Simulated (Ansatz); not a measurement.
**GeH6SeSi: a ladder of functionals and wavefunction methods**

An exercise on one series of results from a longer session: the logs are not shown, and one member is left open.

The runs use Ansatz 0.2.0, Gaussian basis; functionals in def2-TZVPP, the program's frozen cores in correlated methods.

Levels to be run: LDA (SPW92), PBE-D4, revPBE-D4, BLYP-D4, r2SCAN-D4, B97M-V, PBE0-D4, B3LYP-D4, r2SCANh-D4, r2SCAN0-D4, HSE06-D4, BHLYP-D4, CAM-B3LYP-D4, LC-ωPBE, ωB97X-V, ωB97M-V, B2PLYP, PBE-QIDH; CCSD(T)/def2-SVP; CCSD(T)/def2-TZVPP; MP2/def2-QZVPP; extrapolation to the limit; RPA on PBE.

### The geometry

All runs share one geometry, relaxed beforehand with PBE0-D4 in a triple-zeta def2 set.

SMILES `[SiH3][Se][GeH3]`, 9 atoms, charge 0, spin multiplicity 1.

Atoms are counted from 1 here; the program's logs count them from 0.

Bond lengths: Si1–Se2 2.273 Å, Si1–H4 1.486 Å, Si1–H5 1.483 Å, Si1–H6 1.486 Å, Se2–Ge3 2.358 Å, Ge3–H7 1.536 Å, Ge3–H8 1.533 Å, Ge3–H9 1.536 Å. Angles: Se2–Si1–H4 110.9°, Se2–Si1–H5 106.5°, Se2–Si1–H6 111.0°, H4–Si1–H5 109.9°, H4–Si1–H6 108.6°, H5–Si1–H6 109.9°, Si1–Se2–Ge3 94.9°, Se2–Ge3–H7 109.7°, Se2–Ge3–H8 105.9°, Se2–Ge3–H9 109.8°, H7–Ge3–H8 110.8°, H7–Ge3–H9 109.8°, H8–Ge3–H9 110.7°.

Geometry (Å):

```xyz
9
GeH6SeSi
Si   -0.75489    0.82051   -1.27846
Se    1.36783    0.70889   -0.47232
Ge    0.84725   -0.80166    1.26118
H    -1.22676   -0.51782   -1.71872
H    -0.71840    1.74937   -2.43415
H    -1.68969    1.33501   -0.24447
H     0.27928   -2.09904    0.66596
H     2.16635   -1.07209    1.99408
H    -0.18257   -0.16948    2.20979
```

The first run:

in.yaml reads:

```yaml
crystal:
  periodic: [false, false, false]
  atoms:
    - {symbol: Si, position_ang: [-0.754887, 0.820513, -1.278457]}
    - {symbol: Se, position_ang: [1.367826, 0.708894, -0.472323]}
    - {symbol: Ge, position_ang: [0.847253, -0.801662, 1.261183]}
    - {symbol: H, position_ang: [-1.226756, -0.517818, -1.718716]}
    - {symbol: H, position_ang: [-0.718402, 1.749371, -2.434148]}
    - {symbol: H, position_ang: [-1.689694, 1.335012, -0.244475]}
    - {symbol: H, position_ang: [0.279276, -2.099036, 0.665964]}
    - {symbol: H, position_ang: [2.166349, -1.072089, 1.994083]}
    - {symbol: H, position_ang: [-0.182566, -0.169484, 2.209789]}
basis:
  gaussian: {orbitals: def2-TZVPP}
hamiltonian: {xc: lda}
output: {orbitals: {seedname: orbitals}}
```

Among the steps run: LDA; PBE-D4 (GGA); revPBE-D4 (GGA); BLYP-D4 (GGA); r2SCAN-D4 (meta-GGA); B97M-V (meta-GGA); PBE0-D4 (hybrid); B3LYP-D4 (hybrid); r2SCANh-D4 (hybrid); r2SCAN0-D4 (hybrid); HSE06-D4 (hybrid); BHLYP-D4 (hybrid); CAM-B3LYP-D4 (range-separated); LC-ωPBE-D4 (range-separated; the results give it without D4); ωB97X-V (range-separated); ωB97M-V (range-separated); B2PLYP (double hybrid); PBE-QIDH (double hybrid).

One table of the session follows, with a row left open; its other results are not shown here.

It belongs to the step «Frontier levels by functional». 

| functional | HOMO (eV) | gap (eV) |
| --- | --- | --- |
| LDA (SPW92) | -5.97 | 4.42 |
| PBE-D4 | -5.88 | 4.59 |
| revPBE-D4 | -5.84 | 4.65 |
| BLYP-D4 | -5.70 | 4.50 |
| r2SCAN-D4 | -6.15 | 5.14 |
| B97M-V | -6.29 | 5.24 |
| PBE0-D4 | -6.99 | 6.56 |
| B3LYP-D4 | ? | ? |
| r2SCANh-D4 | -6.55 | 5.85 |
| r2SCAN0-D4 | -7.17 | 6.90 |
| HSE06-D4 | -6.60 | 5.80 |
| BHLYP-D4 | -7.95 | 8.42 |
| CAM-B3LYP-D4 | -8.22 | 8.78 |
| LC-ωPBE | -9.57 | 11.29 |
| ωB97X-V | -9.24 | 10.83 |
| ωB97M-V | -9.11 | 10.46 |

Estimate the missing values for B3LYP-D4.

Worked estimate for «HOMO (eV)». Against the share of exact exchange, BLYP-D4 (0, -5.70), BHLYP-D4 (0.5, -7.95) give a slope of -4.50 per unit share; at 0.2 the line stands at -6.60.

The run gave: HOMO (eV): -6.75; gap (eV): 6.08. In «HOMO (eV)» the line misses by +0.15.
